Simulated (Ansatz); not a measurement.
**C₂H₄GeO: basis-set convergence**

How large a basis does C₂H₄GeO need? Two functionals are run in growing sets.

Method: one geometry, several basis sets; program: Ansatz 0.2.0, Gaussian basis.

The runs, in order: PBE0-D4/def2-SVP; ωB97M-V/def2-SVP; PBE0-D4/def2-QZVPP; ωB97M-V/def2-QZVPP; the functionals' def2-TZVPP values are taken from earlier runs.

### Step 1. The relaxed structure

An earlier PBE0-D4 in a triple-zeta def2 set relaxation fixed the geometry.

SMILES `[GeH3][C]1=CO1`, 8 atoms, charge 0, spin multiplicity 1.

Atoms are counted from 1 here; the program's logs count them from 0.

Bond lengths: Ge1–C2 1.896 Å, Ge1–H5 1.533 Å, Ge1–H6 1.534 Å, Ge1–H7 1.534 Å, C2–C3 1.287 Å, C2–O4 1.732 Å, C3–O4 1.330 Å, C3–H8 1.082 Å. Angles: C2–Ge1–H5 105.8°, C2–Ge1–H6 109.2°, C2–Ge1–H7 109.2°, H5–Ge1–H6 111.1°, H5–Ge1–H7 111.1°, H6–Ge1–H7 110.5°, Ge1–C2–C3 175.9°, Ge1–C2–O4 126.2°, C3–C2–O4 49.7°, C2–C3–O4 82.8°, C2–C3–H8 146.8°, O4–C3–H8 130.4°, C2–O4–C3 47.5°.

### Step 2. PBE0-D4 in def2-SVP

The input, in.yaml:

```yaml
crystal:
  periodic: [false, false, false]
  atoms:
    - {symbol: Ge, position_ang: [-0.231092, 1.249050, -0.415024]}
    - {symbol: C, position_ang: [0.145856, -0.563856, -0.009527]}
    - {symbol: C, position_ang: [0.381089, -1.776404, 0.353840]}
    - {symbol: O, position_ang: [0.111370, -1.289758, 1.562164]}
    - {symbol: H, position_ang: [-0.068045, 1.379936, -1.934172]}
    - {symbol: H, position_ang: [-1.667089, 1.572810, 0.015252]}
    - {symbol: H, position_ang: [0.765984, 2.148602, 0.325659]}
    - {symbol: H, position_ang: [0.654229, -2.777380, 0.046108]}
basis:
  gaussian: {orbitals: def2-SVP}
hamiltonian: {xc: pbe0, dispersion: d4}
output: {orbitals: {seedname: orbitals}}
```

The run is started by

```
ansatz run in.yaml --threads 2 --pin off --events-out ev --progress --plain --max-ram 4352MiB
```

Further steps of the session: ωB97M-V in def2-SVP; PBE0-D4 in def2-QZVPP; ωB97M-V in def2-QZVPP.

**Question.** What will the summary of the whole plan be? Wanted: PBE0-D4: double and triple zeta above quadruple; ωB97M-V: double and triple zeta above quadruple.

As calculated:

```
                                       quantity           value
PBE0-D4: double and triple zeta above quadruple  13.47, 1.46 eV
ωB97M-V: double and triple zeta above quadruple  13.59, 1.42 eV
```

**Reading.** For PBE0-D4 the step from double to triple zeta gains 12.02 eV and the next only 1.46 eV. These are total energies; as a rule much of such shifts cancels in differences, which this series doesn't test.
